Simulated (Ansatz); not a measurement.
# LiB2C2 (P-3m1): test of the smearing width, by script

A script is to give a test of the smearing width; the system is LiB2C2 (P-3m1).

Computed with Ansatz 0.2.0 through its Python package. Level of theory: DFT PBEsol, plane waves, PAW.

### 1 The structure

The structure is trigonal, space group P-3m1 (No. 164). The conventional cell has a = 2.715 Å, b = 2.715 Å, c = 7.118 Å, α = 90.00°, β = 90.00°, γ = 120.00°. Li (site symmetry -3m) has 6 C at 2.33 Å and 6 B at 2.37 Å as nearest neighbours. Around B (site symmetry 3m) lie 3 C at 1.57 Å. C (site symmetry 3m) has 3 B at 1.57 Å as nearest neighbours.

The script holds or builds the structure itself.

### 2 The script

File lib2c2_smear.py:

```python
# -*- coding: utf-8 -*-
"""Smearing width test for LiB2C2."""

import ansatz as az


def main():
    system = (
        az.Lattice.from_parameters(2.714644, 2.714644, 7.118053, alpha=90.0, beta=90.0, gamma=120.0)
        .atom("Li", (0.0, 0.0, 0.5))
        .atom("B", (1 / 3, 2 / 3, 0.749813))
        .atom("B", (2 / 3, 1 / 3, 0.250187))
        .atom("C", (1 / 3, 2 / 3, 0.258219))
        .atom("C", (2 / 3, 1 / 3, 0.741781))
    )

    model = (
        system.calculation()
        .functional("PBEsol")
        .kpoints(11, 11, 4)
    )

    rows = []
    for value in [0.25, 0.15, 0.1, 0.05, 0.025]:
        data = model.occupations("cold", width=value).run().report
        rows.append((value, data["free_energy_ev"] / len(data["lattice"]["sites"]), data["n_iterations"], data["n_kpoints"]))

    print("  width (eV)   F/atom (eV)    iterations      k-points")
    for row in rows:
        print(f"{str(row[0]):>12s}  {row[1]:12.5f}  {row[2]:12d}  {row[3]:12d}")

    # differences from the last row
    for row in rows[:-1]:
        shift = 1000 * (row[1] - rows[-1][1])
        print(f"{row[0]}: {shift:+.2f} meV/atom" + ("  (within 5 meV)" if abs(shift) < 5 else ""))


if __name__ == "__main__":
    main()
```

### 3 The calls as engine input

The engine receives this input (first run):

```yaml
crystal:
  lattice:
    a: 2.714644
    b: 2.714644
    c: 7.118053
    alpha: 90.0
    beta: 90.0
    gamma: 120.0
  atoms:
    - { symbol: Li, position: [0.0, 0.0, 0.5] }
    - { symbol: B, position: [0.3333333333333333, 0.6666666666666666, 0.749813] }
    - { symbol: B, position: [0.6666666666666666, 0.3333333333333333, 0.250187] }
    - { symbol: C, position: [0.3333333333333333, 0.6666666666666666, 0.258219] }
    - { symbol: C, position: [0.6666666666666666, 0.3333333333333333, 0.741781] }
kpoints:
  mp_grid:
    grid: [11, 11, 4]
hamiltonian:
  xc: pbesol
scf:
  occupations:
    method: cold
    width: 0.25
```

### 4 Running it

Run with:

```sh
python lib2c2_smear.py
```

Output:

```text
DeckWarning: basis.ecutwfc = 420 eV, auto-derived from the records' recommended cutoffs: set by Li (normal level)
  width (eV)   F/atom (eV)    iterations      k-points
        0.25    -200.32040             6            58
        0.15    -200.32045             6            58
         0.1    -200.32035             6            58
        0.05    -200.32034             7            58
       0.025    -200.32034             7            58
0.25: -0.06 meV/atom  (within 5 meV)
0.15: -0.10 meV/atom  (within 5 meV)
0.1: -0.00 meV/atom  (within 5 meV)
0.05: +0.00 meV/atom  (within 5 meV)
```

(Warnings from the package without file and line.)

Run time: 14 s. Hardware: 1 thread, shared host.

### 5 Inputs of later runs

The engine's inputs for some of the other runs:

Run 3, against run 1:

```diff
@@ -23 +23 @@
-    width: 0.25
+    width: 0.1
```

Run 4, against run 1:

```diff
@@ -23 +23 @@
-    width: 0.25
+    width: 0.05
```

Run 5, against run 1:

```diff
@@ -23 +23 @@
-    width: 0.25
+    width: 0.025
```

Lines on the test bed's own set-up are left out of the output.

A comment line of the script is reworded here; the code is as run.

### 6 The engine's runs

The 5 runs, in the order started:

```
run  width (eV)  energy from run 5 (meV/atom)  the same at zero width (meV/atom)  SCF cycles  CPU time (s)
  1        0.25                         -0.06                              -0.34           6           2.1
  2        0.15                         -0.10                              -0.03           6           2.1
  3         0.1                          0.00                               0.02           6           2.4
  4        0.05                          0.00                              -0.04           7           2.4
  5       0.025                          0.00                               0.00           7           2.6
```

Energies are free energies F = E - TS of the smeared occupations. 

### 7 Summary of results

```
                              quantity           value
                         runs compared               5
       last run but one, from the last  +0.00 meV/atom
within 5 meV/atom of the last run from            0.25
```

In words: From width 0.25 eV on, the energy stays within 1 meV/atom of the last run. The last run is only the end of the list, not the zero-width limit. F spreads over 0.1 meV/atom, the estimate for zero width over 0.4. The mesh is modest for a metal, so energies can be off by several to tens of meV an atom and pressures by half a GPa or more; differences at equal mesh fare better. The narrowest width needs the finest mesh, so the last row is no converged reference. This cell is a computed structure, which may not be the phase found in nature.
